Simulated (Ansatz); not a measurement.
The system is In3As.

```
In As
1.0
     4.67168    0.00000    0.00000
     0.00000    4.67168    0.00000
     0.00000    0.00000    4.67168
In As
3 1
Direct
  0.50000 0.50000 0.00000
  0.50000 0.00000 0.50000
  0.00000 0.50000 0.50000
  0.00000 0.00000 0.00000
```

The cell comes from a database or a generator and needn't be the stable form of this composition.

| Item | Value |
| --- | --- |
| Program | Ansatz 0.2.0 |
| Task | relaxation of cell and atoms |
| Functional | PBEsol |
| Dispersion | D4 |
| Potentials or basis | Ansatz PAW |
| Cutoff | 420 eV (not typed: the program's choice for these potentials) |
| k mesh | 6 × 6 × 6 |
| Occupations | fermi-dirac, width 0.05 eV |
| Spin | no spin polarisation |

At the start: volume 25.49 Å³/atom.

Question: How do energy, volume and symmetry change on relaxing?

Answer: It ends after 5 steps and the volume is 23.43 Å³/atom (-8.1 %); space group Pm-3m (No. 221, to 0.05 Å).

The path:
| step | energy change (eV) | largest force (eV/Å) | volume (Å³) |
| --- | --- | --- | --- |
| 1 | 0.0000 | 0.0000 | 101.96 |
| 2 | -0.1041 | 0.0000 | 92.69 |
| 3 | -0.1057 | 0.0000 | 93.89 |
| 4 | -0.1058 | 0.0000 | 93.73 |
| 5 | -0.1040 | 0.0000 | 93.73 |

Final structure:
```
CELL_PARAMETERS angstrom
4.54244 0.00000 0.00000
0.00000 4.54244 0.00000
0.00000 0.00000 4.54244
ATOMIC_POSITIONS crystal
In 0.50000 0.50000 0.00000
In 0.50000 0.00000 0.50000
In 0.00000 0.50000 0.50000
As 0.00000 0.00000 0.00000
```

Caveat: the plane-wave basis is chosen anew once the cell has moved, so the energies of steps on either side of that aren't comparable; pairwise dispersion overbinds metals, which lowers pressure and volume; the PAW data sets come from PBE, with cores solved anew for the run's functional, which leaves a small shift of forces and pressure.
